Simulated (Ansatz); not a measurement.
**FH₅O₂SiSn: how energies converge with the basis set**

How large a basis does FH₅O₂SiSn need? Two functionals are run in growing sets.

Computed with Ansatz 0.2.0, Gaussian basis. Level: one geometry, several basis sets.

Plan: PBE0-D4/def2-SVP; ωB97M-V/def2-SVP; PBE0-D4/def2-QZVPP; ωB97M-V/def2-QZVPP; the functionals' def2-TZVPP values are taken from earlier runs.

## 1. Structure used throughout

All runs share one geometry, relaxed beforehand with PBE0-D4 in a triple-zeta def2 set. Sn takes the def2 core potential; no spin-orbit term is included.

SMILES `O[SiH](F)[O][SnH3]`, 10 atoms, charge 0, spin multiplicity 1.

Atoms are counted from 1 here; the program's logs count them from 0.

Bond lengths: O1–Si2 1.638 Å, O1–H6 0.958 Å, Si2–F3 1.597 Å, Si2–O4 1.599 Å, Si2–H7 1.473 Å, O4–Sn5 1.977 Å, Sn5–H8 1.700 Å, Sn5–H9 1.700 Å, Sn5–H10 1.701 Å. Angles: Si2–O1–H6 118.6°, O1–Si2–F3 107.7°, O1–Si2–O4 107.7°, O1–Si2–H7 112.7°, F3–Si2–O4 111.6°, F3–Si2–H7 105.9°, O4–Si2–H7 111.1°, Si2–O4–Sn5 132.2°, O4–Sn5–H8 106.2°, O4–Sn5–H9 102.8°, O4–Sn5–H10 107.2°, H8–Sn5–H9 113.1°, H8–Sn5–H10 113.4°, H9–Sn5–H10 113.1°.

## 2. PBE0-D4 in def2-SVP

in.yaml reads:

```yaml
crystal:
  periodic: [false, false, false]
  atoms:
    - {symbol: O, position_ang: [0.788810, 0.591988, -1.522170]}
    - {symbol: Si, position_ang: [-0.127446, -0.730194, -1.214117]}
    - {symbol: F, position_ang: [-1.560478, -0.495336, -1.879519]}
    - {symbol: O, position_ang: [-0.233808, -0.889637, 0.373687]}
    - {symbol: Sn, position_ang: [-0.020945, 0.402778, 1.854881]}
    - {symbol: H, position_ang: [0.759737, 0.976122, -2.399108]}
    - {symbol: H, position_ang: [0.411297, -1.953059, -1.834546]}
    - {symbol: H, position_ang: [1.649772, 0.681812, 2.004726]}
    - {symbol: H, position_ang: [-0.680221, -0.431924, 3.180978]}
    - {symbol: H, position_ang: [-0.903619, 1.796349, 1.438087]}
basis:
  gaussian: {orbitals: def2-SVP}
hamiltonian: {xc: pbe0, dispersion: d4}
output: {orbitals: {seedname: orbitals}}
```

On the command line:

```sh
$ ansatz run in.yaml --threads 4 --pin off --events-out ev --progress --plain --max-ram 10444MiB
```

After this run come: ωB97M-V in def2-SVP; PBE0-D4 in def2-QZVPP; ωB97M-V in def2-QZVPP.

**Question.** What will the summary of the whole plan be? Wanted: PBE0-D4: double and triple zeta above quadruple; ωB97M-V: double and triple zeta above quadruple.

**Answer**, as computed:

| quantity | value |
| --- | --- |
| PBE0-D4: double and triple zeta above quadruple | 12.96, 0.76 eV |
| ωB97M-V: double and triple zeta above quadruple | 13.13, 0.72 eV |

In words: For PBE0-D4 the step from double to triple zeta gains 12.20 eV and the next only 0.76 eV. These are total energies; as a rule much of such shifts cancels in differences, which this series doesn't test. The LUMO of ωB97M-V is positive and keeps falling with the basis (1.46 to 0.65 eV): an unbound level that the basis holds in place.
